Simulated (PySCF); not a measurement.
# AuCl4−: NMR shieldings, part 2 of 2

PySCF 2.14.0. Atoms count from 0. Earlier steps stand in the parts before.

## Step 6: NMR shieldings: PBE0/pcSseg-1 Au:us-x2c-TZVPall-2c in dichloromethane, spin–orbit

What the job is given:

```
{"job": {"xc": "PBE0", "basis": {"default": "pcSseg-1", "Au": "us-x2c-TZVPall-2c"}, "rel": "so", "solvent": "dichloromethane", "kind": "hnmr"}, "charge": -1, "multiplicity": 1}
Au     0.000190    -0.000200     0.018550
Cl     2.269640    -0.025560    -0.000610
Cl     0.024020     2.268030     0.004640
Cl    -2.267960     0.026890    -0.008280
Cl    -0.025900    -2.269150    -0.014300
```

Method: PBE0/pcSseg-1 Au:us-x2c-TZVPall-2c GIAO NMR shielding, X2C with spin-orbit coupling, screened-nuclear two-electron part, Gaussian nuclei, IEF-PCM dichloromethane.

Log:

```text
spin-free SCF
coarse grid: 34200 points
cycle   1  E = -20859.3783874905  dE = -2.095e-01  |g| = 1.702e+00  |ddm| = 2.746e+00
cycle   2  E = -20858.6664946819  dE =  7.119e-01  |g| = 2.773e+00  |ddm| = 3.535e+00
cycle   3  E = -20859.7043045017  dE = -1.038e+00  |g| = 2.073e-01  |ddm| = 2.487e+00
cycle   4  E = -20859.7048848548  dE = -5.804e-04  |g| = 1.081e-01  |ddm| = 1.684e-01
cycle   5  E = -20859.7070849742  dE = -2.200e-03  |g| = 3.510e-03  |ddm| = 1.001e-01
cycle   6  E = -20859.7070851045  dE = -1.303e-07  |g| = 3.309e-03  |ddm| = 4.594e-03
cycle   7  E = -20859.7070868356  dE = -1.731e-06  |g| = 2.659e-04  |ddm| = 2.818e-03
final grid: 62576 points
cycle   8  E = -20859.7009075135  dE = -2.443e-05  |g| = 2.347e-03  |ddm| = 1.913e-03
cycle   9  E = -20859.7009074337  dE =  7.986e-08  |g| = 9.227e-04  |ddm| = 9.739e-04
cycle  10  E = -20859.7009073031  dE =  1.305e-07  |g| = 1.371e-03  |ddm| = 1.568e-03
cycle  11  E = -20859.7009075441  dE = -2.410e-07  |g| = 6.366e-05  |ddm| = 9.381e-04
cycle  12  E = -20859.7009075449  dE = -7.713e-10  |g| = 1.053e-05  |ddm| = 6.497e-05
converged SCF energy = -20859.7009075449
two-component SCF
cycle   1  E = -20848.7766314316  dE = -2.085e+04  |FDS-SDF| = 4.266e+02
cycle   2  E = -20878.5273243975  dE = -2.975e+01  |FDS-SDF| = 1.771e+00
cycle   3  E = -20878.5332812220  dE = -5.957e-03  |FDS-SDF| = 8.849e-02
cycle   4  E = -20878.5336934021  dE = -4.122e-04  |FDS-SDF| = 4.922e-02
cycle   5  E = -20878.5338787905  dE = -1.854e-04  |FDS-SDF| = 2.428e-02
cycle   6  E = -20878.5340029908  dE = -1.242e-04  |FDS-SDF| = 6.810e-03
cycle   7  E = -20878.5340778059  dE = -7.482e-05  |FDS-SDF| = 3.418e-03
cycle   8  E = -20878.5340960220  dE = -1.822e-05  |FDS-SDF| = 7.983e-04
cycle   9  E = -20878.5340971612  dE = -1.139e-06  |FDS-SDF| = 3.222e-04
cycle  10  E = -20878.5340973676  dE = -2.064e-07  |FDS-SDF| = 7.818e-05
cycle  11  E = -20878.5340973758  dE = -8.189e-09  |FDS-SDF| = 1.968e-05
converged, E = -20878.5340973758

Field gradients (au) and densities at the nuclei (bohr^-3)
atom        Vxx        Vyy        Vzz        centre      nuclear mean
  0 Au    -0.3557    -0.3614     0.7171    2097642.739    1957084.129
  1 Cl    -1.3636    -1.7637     3.1273       2817.091       2817.040
  2 Cl    -1.3642    -1.7660     3.1302       2817.092       2817.040
  3 Cl    -1.3646    -1.7666     3.1312       2817.092       2817.040
  4 Cl    -1.3635    -1.7639     3.1274       2817.091       2817.040
without picture change
  0 Au                           2.6615                   5571899.839

Core orbital energies (eV)
atom   shell        mean    spread
  0 Au 1s       -80625.049   0.000
  0 Au 2s       -14262.814   0.000
  0 Au 3s        -3386.166   0.000
  0 Au 4s         -746.440   0.000
  0 Au 5s         -116.287   0.000
  0 Au 2p1/2    -13671.177   0.000
  0 Au 2p3/2    -11841.468   0.038
  0 Au 3p1/2     -3120.628   0.000
  0 Au 3p3/2     -2714.750   0.080
  0 Au 4p1/2      -632.843   0.000
  0 Au 4p3/2      -535.139   0.217
  0 Au 5p1/2       -78.875   0.000
  0 Au 5p3/2       -62.153   0.550
  0 Au 3d3/2     -2275.688   0.064
  0 Au 3d5/2     -2188.698   0.071
  0 Au 4d3/2      -349.359   0.216
  0 Au 4d5/2      -330.924   0.259
  0 Au 4f5/2       -90.987   0.338
  0 Au 4f7/2       -87.236   0.363
  1 Cl 1s        -2776.483   0.000
  1 Cl 2s         -260.158   0.000
  1 Cl 3s          -21.905   0.000
  1 Cl 2p1/2      -198.000   0.000
  1 Cl 2p3/2      -196.319   0.142
  2 Cl 1s        -2776.485   0.000
  2 Cl 2s         -260.160   0.000
  2 Cl 3s          -21.911   0.000
  2 Cl 2p1/2      -198.003   0.000
  2 Cl 2p3/2      -196.321   0.142
  3 Cl 1s        -2776.485   0.000
  3 Cl 2s         -260.161   0.000
  3 Cl 3s          -21.911   0.000
  3 Cl 2p1/2      -198.003   0.000
  3 Cl 2p3/2      -196.322   0.142
  4 Cl 1s        -2776.483   0.000
  4 Cl 2s         -260.158   0.000
  4 Cl 3s          -21.907   0.000
  4 Cl 2p1/2      -198.001   0.000
  4 Cl 2p3/2      -196.319   0.142

Shielding tensors (ppm)
atom      isotropic    diamagn.    paramagn.     s11        s22        s33       span
  0 Au     9326.37     8446.86      879.51    6323.40   10826.15   10829.58    4506.18
  1 Cl      799.09     1122.50     -323.41     474.74     821.53    1101.01     626.27
  2 Cl      799.13     1122.50     -323.37     474.38     822.29    1100.72     626.34
  3 Cl      798.83     1122.50     -323.66     474.15     821.72    1100.63     626.48
  4 Cl      799.27     1122.50     -323.23     474.77     822.07    1100.97     626.20
```

Run time: 6.7 min. Hardware: 1 thread of Arm Neoverse V1, shared host; peak memory 1.5 GiB.

From this job:

```
                       quantity        value
energy from spin-orbit coupling  -18.8332 Eh
```

## Step 7: NMR shieldings: PBE0/pcSseg-1 Au:us-x2c-TZVPall-2c in dichloromethane, spin-free

What the job is given:

```
{"job": {"xc": "PBE0", "basis": {"default": "pcSseg-1", "Au": "us-x2c-TZVPall-2c"}, "rel": "sf", "solvent": "dichloromethane", "kind": "hnmr"}, "charge": -1, "multiplicity": 1}
Au     0.000190    -0.000200     0.018550
Cl     2.269640    -0.025560    -0.000610
Cl     0.024020     2.268030     0.004640
Cl    -2.267960     0.026890    -0.008280
Cl    -0.025900    -2.269150    -0.014300
```

Level: PBE0/pcSseg-1 Au:us-x2c-TZVPall-2c GIAO NMR shielding, spin-free X2C, Gaussian nuclei, IEF-PCM dichloromethane.

Log:

```text
spin-free SCF
coarse grid: 34200 points
cycle   1  E = -20859.3783874905  dE = -2.095e-01  |g| = 1.702e+00  |ddm| = 2.746e+00
cycle   2  E = -20858.6664946819  dE =  7.119e-01  |g| = 2.773e+00  |ddm| = 3.535e+00
cycle   3  E = -20859.7043045017  dE = -1.038e+00  |g| = 2.073e-01  |ddm| = 2.487e+00
cycle   4  E = -20859.7048848548  dE = -5.804e-04  |g| = 1.081e-01  |ddm| = 1.684e-01
cycle   5  E = -20859.7070849742  dE = -2.200e-03  |g| = 3.510e-03  |ddm| = 1.001e-01
cycle   6  E = -20859.7070851045  dE = -1.303e-07  |g| = 3.309e-03  |ddm| = 4.594e-03
cycle   7  E = -20859.7070868356  dE = -1.731e-06  |g| = 2.659e-04  |ddm| = 2.818e-03
final grid: 62576 points
cycle   8  E = -20859.7009075135  dE = -2.443e-05  |g| = 2.347e-03  |ddm| = 1.913e-03
cycle   9  E = -20859.7009074337  dE =  7.986e-08  |g| = 9.227e-04  |ddm| = 9.739e-04
cycle  10  E = -20859.7009073031  dE =  1.305e-07  |g| = 1.371e-03  |ddm| = 1.568e-03
cycle  11  E = -20859.7009075441  dE = -2.410e-07  |g| = 6.366e-05  |ddm| = 9.381e-04
cycle  12  E = -20859.7009075449  dE = -7.713e-10  |g| = 1.053e-05  |ddm| = 6.497e-05
converged SCF energy = -20859.7009075449
check of the scalar solution
cycle   1  E = -20859.7009075450  dE = -2.086e+04  |FDS-SDF| = 1.053e-05
cycle   2  E = -20859.7009075449  dE =  9.823e-11  |FDS-SDF| = 1.185e-05
converged, E = -20859.7009075449

Field gradients (au) and densities at the nuclei (bohr^-3)
atom        Vxx        Vyy        Vzz        centre      nuclear mean
  0 Au    -0.0231    -0.0285     0.0516    2084457.088    1944160.660
  1 Cl    -1.3775    -1.7819     3.1593       2817.109       2817.057
  2 Cl    -1.3781    -1.7842     3.1623       2817.109       2817.057
  3 Cl    -1.3785    -1.7848     3.1633       2817.109       2817.058
  4 Cl    -1.3773    -1.7821     3.1594       2817.109       2817.057
without picture change
  0 Au                           2.7730                   5572891.907

Core orbital energies (eV)
atom   shell        mean    spread
  0 Au 1s       -80644.907   0.000
  0 Au 2s       -14267.565   0.000
  0 Au 3s        -3387.623   0.000
  0 Au 4s         -746.810   0.000
  0 Au 5s         -116.267   0.000
  0 Au 2p       -12389.759   0.061
  0 Au 3p        -2837.606   0.118
  0 Au 4p         -564.600   0.320
  0 Au 5p          -67.066   0.857
  0 Au 3d        -2223.957   0.090
  0 Au 4d         -338.340   0.336
  0 Au 4f          -88.930   0.383
  1 Cl 1s        -2776.487   0.000
  1 Cl 2s         -260.162   0.000
  1 Cl 3s          -21.878   0.000
  1 Cl 2p         -196.883   0.228
  2 Cl 1s        -2776.489   0.000
  2 Cl 2s         -260.164   0.000
  2 Cl 3s          -21.882   0.000
  2 Cl 2p         -196.885   0.228
  3 Cl 1s        -2776.489   0.000
  3 Cl 2s         -260.164   0.000
  3 Cl 3s          -21.883   0.000
  3 Cl 2p         -196.885   0.228
  4 Cl 1s        -2776.487   0.000
  4 Cl 2s         -260.162   0.000
  4 Cl 3s          -21.879   0.000
  4 Cl 2p         -196.883   0.228

Shielding tensors (ppm)
atom      isotropic    diamagn.    paramagn.     s11        s22        s33       span
  0 Au     4704.93     9775.28    -5070.34    1980.84    6065.67    6068.28    4087.43
  1 Cl      845.16     1140.08     -294.92     535.62     922.21    1077.65     542.03
  2 Cl      845.31     1140.08     -294.77     535.32     923.26    1077.34     542.02
  3 Cl      845.02     1140.08     -295.06     535.01     922.73    1077.32     542.31
  4 Cl      845.35     1140.08     -294.73     535.69     922.79    1077.57     541.88
```

Wall time 92 s (1 thread of Arm Neoverse V1, shared host); peak memory 1.1 GiB.

## Step 8: Shieldings side by side

```
                                                                      run     Au0    Cl1    Cl4    Cl3    Cl2     time
                   step 2, PBE0/pcSseg-1 Au:us-x2c-TZVPall-2c, spin–orbit  9338.0  786.4  786.6  786.3  786.6  7.4 min
                    step 3, PBE0/pcSseg-1 Au:us-x2c-TZVPall-2c, spin-free  4713.4  833.8  834.0  833.8  834.1     99 s
          step 4, PBE0/pcSseg-1 Au:us-x2c-TZVPall-2c in water, spin–orbit  9320.7  801.9  802.1  801.6  801.9    7 min
           step 5, PBE0/pcSseg-1 Au:us-x2c-TZVPall-2c in water, spin-free  4699.8  847.7  847.9  847.5  847.8     92 s
step 6, PBE0/pcSseg-1 Au:us-x2c-TZVPall-2c in dichloromethane, spin–orbit  9326.4  799.1  799.3  798.8  799.1  6.7 min
 step 7, PBE0/pcSseg-1 Au:us-x2c-TZVPall-2c in dichloromethane, spin-free  4704.9  845.2  845.4  845.0  845.3     92 s
```

## Step 9: Outcome

What follows sums up all 2 parts.

| quantity | value |
| --- | --- |
| energy from spin-orbit coupling (step 2, PBE0/pcSseg-1 Au:us-x2c-TZVPall-2c, spin–orbit) | -18.8332 Eh |
| shieldings (step 2, PBE0/pcSseg-1 Au:us-x2c-TZVPall-2c, spin–orbit) | Au0 9338.0, Cl1 786.4, Cl2 786.6, Cl3 786.3, Cl4 786.6 ppm |
| shieldings (step 3, PBE0/pcSseg-1 Au:us-x2c-TZVPall-2c, spin-free) | Au0 4713.4, Cl1 833.8, Cl2 834.1, Cl3 833.8, Cl4 834.0 ppm |
| energy from spin-orbit coupling (step 4, PBE0/pcSseg-1 Au:us-x2c-TZVPall-2c in water, spin–orbit) | -18.8332 Eh |
| shieldings (step 4, PBE0/pcSseg-1 Au:us-x2c-TZVPall-2c in water, spin–orbit) | Au0 9320.7, Cl1 801.9, Cl2 801.9, Cl3 801.6, Cl4 802.1 ppm |
| shieldings (step 5, PBE0/pcSseg-1 Au:us-x2c-TZVPall-2c in water, spin-free) | Au0 4699.8, Cl1 847.7, Cl2 847.8, Cl3 847.5, Cl4 847.9 ppm |
| energy from spin-orbit coupling (step 6, PBE0/pcSseg-1 Au:us-x2c-TZVPall-2c in dichloromethane, spin–orbit) | -18.8332 Eh |
| shieldings (step 6, PBE0/pcSseg-1 Au:us-x2c-TZVPall-2c in dichloromethane, spin–orbit) | Au0 9326.4, Cl1 799.1, Cl2 799.1, Cl3 798.8, Cl4 799.3 ppm |
| shieldings (step 7, PBE0/pcSseg-1 Au:us-x2c-TZVPall-2c in dichloromethane, spin-free) | Au0 4704.9, Cl1 845.2, Cl2 845.3, Cl3 845.0, Cl4 845.4 ppm |

**Reading.** A contracted two-component basis is stiff near heavy nuclei, so the absolute shieldings of the heavy atoms from it are rough. In step 2, Au0 has the widest tensor, 4494 ppm. A continuum can't give the shift that close solvent molecules cause at an ion. Au0 moves most between the runs, by 4638 ppm; the labels say what changes from run to run. The geometry comes from tight binding, which is rough for metal atoms, and these values hang on it.
